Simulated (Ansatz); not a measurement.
## YAu, space group Pm-3m: a cleavage or sliding curve, step by step

Program: Ansatz 0.2.0 through its Python package.

The cells in order, each with its output:

In [1]:
```python
import ansatz as az
import numpy as np
```

In [2]:
```python
FILLING = "gaussian"
SIGMA = 0.02
MESH = (5, 5, 3)
```

In [3]:
```python
VECTORS = np.array([
    [3.559, 0.0, 0.0],
    [0.0, 3.559, 0.0],
    [0.0, 0.0, 3.559],
])
SITES = [
    ("Y", (0.5, 0.5, 0.5)),
    ("Au", (0.0, 0.0, 0.0)),
]


def build(cell):
    crystal = az.Crystal(lattice=az.Lattice.of(cell))
    for symbol, position in SITES:
        crystal = crystal.atom(symbol, position)
    return crystal
```

In [4]:
```python
block = build(VECTORS).supercell(1, 1, 2).resolved()
cell0 = np.array(block.lattice.vectors)
xyz = np.array([site.position for site in block.sites]) @ cell0
normal = np.cross(cell0[0], cell0[1])
area = np.linalg.norm(normal)
normal *= np.sign(normal @ cell0[2]) / area
energies = []
for amount in [0, 1.0, 2.0, 3.0, 5.0]:
    cell = cell0.copy()
    cell[2] += amount * normal
    moved = az.Crystal(lattice=az.Lattice.of(cell))
    for site, fraction in zip(block.sites, xyz @ np.linalg.inv(cell)):
        moved = moved.atom(site.symbol, fraction)
    calculation = (
        moved.calculation()
        .functional(az.Functional.PBESOL)
        .eigensolver("davidson")
        .basis(35 * az.Ry)
        .occupations(FILLING, width=SIGMA)
        .kpoints(*MESH)
    )
    energies.append(calculation.run(threads=1, backend="cpu").report["free_energy_ev"])
    print(f"gap {amount:4.2f} A: {(energies[-1] - energies[0]) / area * 16.02177:8.4f} J/m^2")
```
```text
gap 0.00 A:   0.0000 J/m^2
gap 1.00 A:   1.2392 J/m^2
gap 2.00 A:   2.4381 J/m^2
gap 3.00 A:   2.9758 J/m^2
gap 5.00 A:   3.2106 J/m^2
```

Reading the output:
- The settings weren't tested for convergence.
- The starting cell is as deposited in a crystallographic database; the results hold for this polymorph, which needn't be the stable one.
- Levels are Kohn-Sham eigenvalues on this mesh, without spin-orbit coupling.
- The atoms are held rigidly, so these energies lie above those of relaxed faces or faults.
- Run time: 43 s on 1 thread of Arm Neoverse V1 (shared host), peak memory 0.42 GiB.
